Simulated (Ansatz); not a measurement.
# BH₆NSi₂: one species, many methods

Aim: compute BH₆NSi₂ with functionals from several rungs and with coupled cluster, and see how far each lands from CCSD(T) at the basis-set limit for the atomisation energy.

Computed with Ansatz 0.2.0, Gaussian basis. Level: functionals in def2-TZVPP, the program's frozen cores in correlated methods.

The runs, in order: LDA (SPW92), PBE-D4, revPBE-D4, BLYP-D4, r2SCAN-D4, B97M-V, PBE0-D4, B3LYP-D4, r2SCANh-D4, r2SCAN0-D4, HSE06-D4, BHLYP-D4, CAM-B3LYP-D4, LC-ωPBE, ωB97X-V, ωB97M-V, B2PLYP, PBE-QIDH; CCSD(T)/def2-SVP; CCSD(T)/def2-TZVPP; MP2/def2-QZVPP; extrapolation to the limit; RPA on PBE.

## (1) Structure used throughout

The geometry comes from an earlier relaxation with PBE0-D4 in a triple-zeta def2 set; it is a stationary point, not always the lowest conformer.

SMILES `[SiH3][SiH]1BN1`, 10 atoms, charge 0, spin multiplicity 1.

Atoms are counted from 1 here; the program's logs count them from 0.

Bond lengths: Si1–Si2 2.333 Å, Si1–H5 1.490 Å, Si1–H6 1.489 Å, Si1–H7 1.487 Å, Si2–B3 1.940 Å, Si2–N4 1.767 Å, Si2–H8 1.491 Å, B3–N4 1.373 Å, B3–H9 1.187 Å, N4–H10 1.008 Å. Angles: Si2–Si1–H5 112.0°, Si2–Si1–H6 109.8°, Si2–Si1–H7 109.4°, H5–Si1–H6 108.0°, H5–Si1–H7 108.6°, H6–Si1–H7 108.9°, Si1–Si2–B3 125.3°, Si1–Si2–N4 115.4°, Si1–Si2–H8 112.2°, B3–Si2–N4 43.2°, B3–Si2–H8 122.4°, N4–Si2–H8 113.8°, Si2–B3–N4 61.7°, Si2–B3–H9 161.2°, N4–B3–H9 137.1°, Si2–N4–B3 75.1°, Si2–N4–H10 146.7°, B3–N4–H10 138.1°.

Coordinates:

```mol
BH6NSi2
  3D, bonds by distance, orders not assigned

 10 10  0  0  0  0  0  0  0  0999 V2000
   -1.4174    0.8532   -0.8064 Si  0  0
   -0.1409   -0.7426    0.3189 Si  0  0
    1.3744   -0.3602    1.4676 B   0  0
    1.6090   -0.5807    0.1334 N   0  0
   -1.4653    0.5966   -2.2731 H   0  0
   -2.8138    0.8378   -0.2907 H   0  0
   -0.8345    2.2029   -0.5797 H   0  0
   -0.6431   -2.1277    0.0929 H   0  0
    2.0178   -0.1160    2.4351 H   0  0
    2.3970   -0.6147   -0.4950 H   0  0
  1  2  8  0
  2  3  8  0
  3  4  8  0
  1  5  8  0
  1  6  8  0
  1  7  8  0
  2  8  8  0
  3  9  8  0
  4 10  8  0
  2  4  8  0
M  END
```

## (2) LDA

This LDA is Slater exchange with PW92 correlation.

The input, in.yaml:

```yaml
crystal:
  periodic: [false, false, false]
  atoms:
    - {symbol: Si, position_ang: [-1.417372, 0.853242, -0.806393]}
    - {symbol: Si, position_ang: [-0.140907, -0.742570, 0.318918]}
    - {symbol: B, position_ang: [1.374443, -0.360196, 1.467599]}
    - {symbol: N, position_ang: [1.608966, -0.580698, 0.133379]}
    - {symbol: H, position_ang: [-1.465337, 0.596615, -2.273105]}
    - {symbol: H, position_ang: [-2.813842, 0.837793, -0.290652]}
    - {symbol: H, position_ang: [-0.834516, 2.202891, -0.579717]}
    - {symbol: H, position_ang: [-0.643073, -2.127674, 0.092947]}
    - {symbol: H, position_ang: [2.017774, -0.115951, 2.435061]}
    - {symbol: H, position_ang: [2.396963, -0.614654, -0.495037]}
basis:
  gaussian: {orbitals: def2-TZVPP}
hamiltonian: {xc: lda}
output: {orbitals: {seedname: orbitals}}
```

Run with:

```
> ansatz run in.yaml --threads 2 --pin off --events-out ev --progress --plain --max-ram 4352MiB
```

The runs that follow: PBE-D4 (GGA); revPBE-D4 (GGA); BLYP-D4 (GGA); r2SCAN-D4 (meta-GGA); B97M-V (meta-GGA); B3LYP-D4 (hybrid); r2SCANh-D4 (hybrid); r2SCAN0-D4 (hybrid); HSE06-D4 (hybrid); BHLYP-D4 (hybrid); CAM-B3LYP-D4 (range-separated); LC-ωPBE (range-separated); ωB97X-V (range-separated); ωB97M-V (range-separated); B2PLYP (double hybrid); PBE-QIDH (double hybrid); CCSD(T) in def2-SVP; CCSD(T) in def2-TZVPP; MP2 in def2-QZVPP; RPA on PBE orbitals.

**Question.** What will the summary of the whole plan be? Wanted: atomisation energy, CCSD(T)/CBS; farthest beyond LDA; mean size of error, GGA; mean size of error, meta-GGA; mean size of error, hybrid; mean size of error, range-separated; mean size of error, double hybrid; gap, smallest and largest; T1 diagnostic.

As calculated:

```
                               quantity                                            value
        atomisation energy, CCSD(T)/CBS                                    3227.3 kJ/mol
 functionals within 16.1 kJ/mol (0.5 %)  BLYP-D4, PBE0-D4, r2SCANh-D4, HSE06-D4, LC-ωPBE
                    farthest beyond LDA                          BHLYP-D4 (-47.7 kJ/mol)
                mean size of error, GGA                                      22.9 kJ/mol
           mean size of error, meta-GGA                                      30.3 kJ/mol
             mean size of error, hybrid                                      16.8 kJ/mol
    mean size of error, range-separated                                      25.2 kJ/mol
      mean size of error, double hybrid                                      26.5 kJ/mol
              gap, smallest and largest        4.30 eV (LDA (SPW92)), 11.01 eV (LC-ωPBE)
                          T1 diagnostic                                           0.0148
triples share of the correlation energy                                            4.1 %
```

LDA overbinds by 424.4 kJ/mol (13 %). PBE-D4 misses by +41.8 kJ/mol. Double hybrids carry the basis error of their MP2 part in triple zeta, and no dispersion term here, so their miss is partly the set-up's. By mean error the best rung here is hybrid (16.8 kJ/mol) and the worst beyond LDA is meta-GGA (30.3 kJ/mol). The gap between the best rungs is small, so their order is not settled. The reference freezes the cores and leaves out relativity and excitations past (T), so misses under about 16.1 kJ/mol can't be ranked. Hartree-Fock recovers 73 % of the binding; the rest is correlation. CCSD(T) in def2-SVP is off by -215.7 kJ/mol, worse than the median functional, from the basis alone. The gap grows from 4.3 to 11.0 eV across the functionals, mostly with the share of exact exchange.
